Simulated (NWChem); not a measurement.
# C2HCl2Si (SMILES C#C[Si](Cl)Cl) at 4 levels

Aim: a comparison of 4 runs (UHF/STO-3G, UHF/3-21G, UB3LYP/6-31G*) of C2HCl2Si. 

The calculation is run with NWChem 7.3.0.

## (1) Starting point

C2HCl2Si: 6 atoms, total charge 0, spin state doublet. SMILES: `C#C[Si](Cl)Cl`. The coordinates come from a PBE0-D4/def2-TZVP relaxation.

Bond lengths: C1–C2 1.208 Å, C2–Si3 1.804 Å, Si3–Cl4 2.043 Å, Si3–Cl5 2.043 Å, C1–H6 1.066 Å. Angles: C1–C2–Si3 172.9°, C2–Si3–Cl4 109.7°, C2–Si3–Cl5 109.7°, Cl4–Si3–Cl5 110.2°, C2–C1–H6 179.0°.

## (2) Energy and forces at UHF/STO-3G (run 1)

Input file sp.nw:

```
start sp
memory 2200 mb
charge 0
geometry units angstrom noautosym nocenter noautoz
 C     1.324500    0.483500    1.111500
 C     0.521500    0.095400    0.297200
 Si   -0.504400   -0.583800   -1.021800
 Cl   -1.914000   -1.830600   -0.226100
 Cl   -1.406000    0.937000   -2.046300
 H     2.020400    0.834500    1.839400
end
basis spherical bse
 * library STO-3G
end
scf
 nopen 1
 uhf
 thresh 1e-08
 maxiter 80
end
task scf gradient
```

Started as:

```
$ nwchem sp.nw > sp.out
```

Log:

```text
[...]
  functions       =    38
[...]
  wavefunction    = UHF
[...]
         Total SCF energy =  -1270.152212570268
      One electron energy =  -2345.046367841782
      Two electron energy =    781.119871941931
 Nuclear repulsion energy =    293.774283329582
                       Sz =      0.5000
                 Sz(Sz+1) =      0.7500
                      S^2 =      0.9799
[...]
                         UHF ENERGY GRADIENTS
    atom               coordinates                        gradient
                 x          y          z           x          y          z
   1 C       2.502942   0.913683   2.100430    0.024229   0.011495   0.024249
   2 C       0.985492   0.180280   0.561627   -0.016386  -0.008173  -0.017011
   3 Si     -0.953178  -1.103222  -1.930922   -0.034122   0.002219  -0.006012
   4 Cl     -3.616936  -3.459332  -0.427267    0.016864   0.012819  -0.009685
   5 Cl     -2.656955   1.770673  -3.866946    0.011243  -0.017510   0.010262
   6 H       3.818002   1.576976   3.475962   -0.001828  -0.000849  -0.001804
[...]
```

Run time: 16 s. Hardware: 1 thread of Intel Xeon Platinum 8488C (Sapphire Rapids), shared host; peak memory 0.099 GiB.

## (3) Energy and gradient at UHF/3-21G (run 2)

Input file run.py:

```python
from ase import Atoms
from ase.calculators.nwchem import NWChem

mol = Atoms(['C', 'C', 'Si', 'Cl', 'Cl', 'H'], positions=[
    [1.324500, 0.483500, 1.111500],
    [0.521500, 0.095400, 0.297200],
    [-0.504400, -0.583800, -1.021800],
    [-1.914000, -1.830600, -0.226100],
    [-1.406000, 0.937000, -2.046300],
    [2.020400, 0.834500, 1.839400],
])

calc = NWChem(
    label='run',
    theory='scf',
    memory='2200 mb',
    basis='3-21G',
    basispar='spherical bse',
    scf={'nopen': '1', 'uhf': None, 'thresh': '1e-08', 'maxiter': '80'},
)
mol.calc = calc

forces = mol.get_forces()
print("Total energy (eV):", round(mol.get_potential_energy(), 6))
print("forces (eV/A):")
for s, f in zip(mol.symbols, forces):
    print(f"{s:2s} {f[0]:10.5f} {f[1]:10.5f} {f[2]:10.5f}")
```

Started as:

```
$ export ASE_NWCHEM_COMMAND="nwchem PREFIX.nwi > PREFIX.nwo"
$ python run.py
```

Log:

```text
Total energy (eV): -34773.020801
forces (eV/A):
C    -0.29825    0.00350   -0.07857
C     1.15170    0.40212    0.93336
Si    2.17700   -0.48013   -0.12830
Cl   -1.64720   -1.52029    0.92375
Cl   -1.03693    1.79170   -1.25449
H    -0.34633   -0.19684   -0.39574
```

The calculator wrote run.nwi:

```
title "run"

permanent_dir run

scratch_dir run

start run

geometry units angstrom nocenter noautosym noautoz
  C  1.3245000000000000e+00 4.8349999999999999e-01 1.1114999999999999e+00
  C  5.2149999999999996e-01 9.5399999999999999e-02 2.9720000000000002e-01
  Si -5.0439999999999996e-01 -5.8379999999999999e-01 -1.0218000000000000e+00
  Cl -1.9139999999999999e+00 -1.8306000000000000e+00 -2.2610000000000000e-01
  Cl -1.4059999999999999e+00 9.3700000000000006e-01 -2.0463000000000000e+00
  H  2.0204000000000000e+00 8.3450000000000002e-01 1.8393999999999999e+00
end

memory 2200 mb

basis spherical bse noprint
   * library 3-21G
end

scf
  nopen 1
  uhf
  thresh 1e-08
  maxiter 80
end

task scf gradient
```

run.nwo:

```text
Northwest Computational Chemistry Package (NWChem) 7.3.0
             --------------------------------------------------------

           Job information
           ---------------

    nwchem branch   = 7.3.0
    use scalapack   = T
    input           = run.nwi
    prefix          = run.
    data base       = run/run.db
    status          = startup
    nproc           =        1

           Memory information
           ------------------

    heap     =     72089594 doubles =      550.0 Mbytes
    stack    =     72089599 doubles =      550.0 Mbytes
    global   =    144179200 doubles =     1100.0 Mbytes (distinct from heap & stack)
    total    =    288358393 doubles =     2200.0 Mbytes
    verify   = yes
    hardfail = no

           Directory information
           ---------------------

  0 permanent = run
  0 scratch   = run

                                NWChem Input Module
                                -------------------

                                        run
                                        ---

[... 119 lines left out ...]
 Convergence threshold     :          1.000E-08
[... 19 lines left out ...]
       Final UHF  results
[... 3 lines left out ...]
      One electron energy =  -2350.663823787538
[... 1 line left out ...]
 Nuclear repulsion energy =    293.774283329582
[... 53 lines left out ...]
          Final beta eigenvalues
[... 247 lines left out ...]
                     UHF Final Beta Molecular Orbital Analysis
[... 271 lines left out ...]
                              NWChem Gradients Module
                              -----------------------

                                        run

  wavefunction    =   UHF

                         UHF ENERGY GRADIENTS

    atom               coordinates                        gradient
                 x          y          z           x          y          z
   1 C       2.502942   0.913683   2.100430    0.005800  -0.000068   0.001528
   2 C       0.985492   0.180280   0.561627   -0.022397  -0.007820  -0.018151
   3 Si     -0.953178  -1.103222  -1.930922   -0.042336   0.009337   0.002495
   4 Cl     -3.616936  -3.459332  -0.427267    0.032033   0.029565  -0.017964
   5 Cl     -2.656955   1.770673  -3.866946    0.020165  -0.034843   0.024396
   6 H       3.818002   1.576976   3.475962    0.006735   0.003828   0.007696

                 ----------------------------------------
                 |  Time  |  1-e(secs)   |  2-e(secs)   |
                 ----------------------------------------
                 |  CPU   |       0.01   |       1.23   |
                 ----------------------------------------
                 |  WALL  |       0.01   |       1.23   |
                 ----------------------------------------

 Task  times  cpu:       18.0s     wall:       18.0s
 Total times  cpu:       18.1s     wall:       18.1s
```

Wall time 20 s (1 thread of Intel Xeon Platinum 8488C (Sapphire Rapids), shared host); peak memory 0.099 GiB.

Run 3 isn't shown in full; the table further down has it.

## (4) Energy and forces at UB3LYP/6-31G(d) (Cartesian functions) (run 4)

Input file geom.nw:

```
start geom
memory 2200 mb

geometry noautosym nocenter noautoz
 C     1.324500    0.483500    1.111500
 C     0.521500    0.095400    0.297200
 Si   -0.504400   -0.583800   -1.021800
 Cl   -1.914000   -1.830600   -0.226100
 Cl   -1.406000    0.937000   -2.046300
 H     2.020400    0.834500    1.839400
end

basis cartesian
 * library 6-31G*
end

dft
 xc b3lyp
 mult 2
 grid xfine
 convergence energy 1e-08
 maxiter 100
 mulliken
 print medium
end

task dft gradient
```

Started as:

```
$ nwchem geom.nw > geom.out
```

Log:

```text
[...]
          Wavefunction type:  spin polarized.
          No. of atoms     :     6
          No. of electrons :    61
[...]
          Charge           :     0
          Spin multiplicity:     2
[...]
          AO basis - number of functions:    89
[...]
              XC Information
              --------------
                         B3LYP Method XC Potential
                     Hartree-Fock (Exact) Exchange  0.200
                        Slater Exchange Functional  0.800 local
                    Becke 1988 Exchange Functional  0.720 non-local
              Lee-Yang-Parr Correlation Functional  0.810
                  VWN I RPA Correlation Functional  0.190 local
[...]
 d= 0,ls=0.0,diis     1  -1286.6086309204 -1.58D+03  9.07D-03  2.14D-01     5.4
[...]
 d= 0,ls=0.0,diis    13  -1286.6877942663 -4.53D-09  6.00D-07  3.30D-10    63.6
[...]
         Total DFT energy =    -1286.687794266344
      One electron energy =    -2359.541611594469
           Coulomb energy =      867.737885332940
    Exchange-Corr. energy =      -88.658351334398
 Nuclear repulsion energy =      293.774283329582
[...]
      Total Density - Mulliken Population Analysis
     ---------------------------------------------
    Atom       Charge   Shell Charges
 -----------   ------   -------------------------------------------------------
    1 C    6     6.11   1.99  0.73  1.97  0.57  0.85 -0.00
    2 C    6     6.12   1.99  0.71  2.01  0.77  0.66 -0.01
    3 Si  14    13.61   2.00  1.99  5.96  1.13  1.75  0.24  0.34  0.20
    4 Cl  17    17.19   2.00  1.99  5.97  1.46  3.64  0.54  1.61 -0.03
    5 Cl  17    17.19   2.00  1.99  5.97  1.46  3.64  0.54  1.61 -0.03
    6 H    1     0.79   0.51  0.28
[...]
      <S2> =      0.7526 (Exact =     0.7500)
[...]
  wavefunction    = open shell
                         DFT ENERGY GRADIENTS
    atom               coordinates                        gradient
                 x          y          z           x          y          z
   1 C       2.502942   0.913683   2.100430   -0.011487  -0.005103  -0.010962
   2 C       0.985492   0.180280   0.561627    0.010267   0.004751   0.010087
   3 Si     -0.953178  -1.103222  -1.930922   -0.011859   0.002313   0.000297
   4 Cl     -3.616936  -3.459332  -0.427267    0.008511   0.007815  -0.004682
   5 Cl     -2.656955   1.770673  -3.866946    0.005365  -0.009132   0.006464
   6 H       3.818002   1.576976   3.475962   -0.000797  -0.000644  -0.001204
[...]
```

Run time: 74 s. Hardware: 1 thread of Intel Xeon Platinum 8488C (Sapphire Rapids), shared host; peak memory 0.14 GiB.

## (5) Overview of the runs

```
run                                level  iteration cap  module   energy (Eh)  dipole moment (D)  HOMO energy (eV)  LUMO energy (eV)  wall time
  1                           UHF/STO-3G             80     scf  -1270.152213               3.39             -8.10              3.27       16 s
  2                            UHF/3-21G             80     scf  -1277.884955               3.78             -9.98             -0.02       20 s
  3  UB3LYP/6-31G* (spherical functions)            100     dft  -1286.677768               2.32             -6.36             -3.49       67 s
  4  UB3LYP/6-31G* (Cartesian functions)            100     dft  -1286.687794               2.32             -6.36             -3.49       74 s
```

## (6) What came out

| quantity | value |
| --- | --- |
| run 4: total energy | -1286.68779 Eh |
| run 4: dipole moment | 2.32 D |
| run 4: HOMO energy (highest over α and β) | -6.36 eV |
| run 4: LUMO energy (lowest over α and β) | -3.49 eV |
| run 4: ⟨S²⟩ | 0.753 |
| run 4: largest force on an atom | 0.858 eV/Å |

**Reading.** The dipole moment (its size) runs from 2.32 D (UB3LYP/6-31G*) to 3.78 D (UHF/3-21G). The two ends differ in method and basis. In run 1 the basis is minimal, so the values are rough. Spin contamination of the reference: run 1 ⟨S²⟩ = 0.98. All runs together took 2.9 min, the longest 74 s.
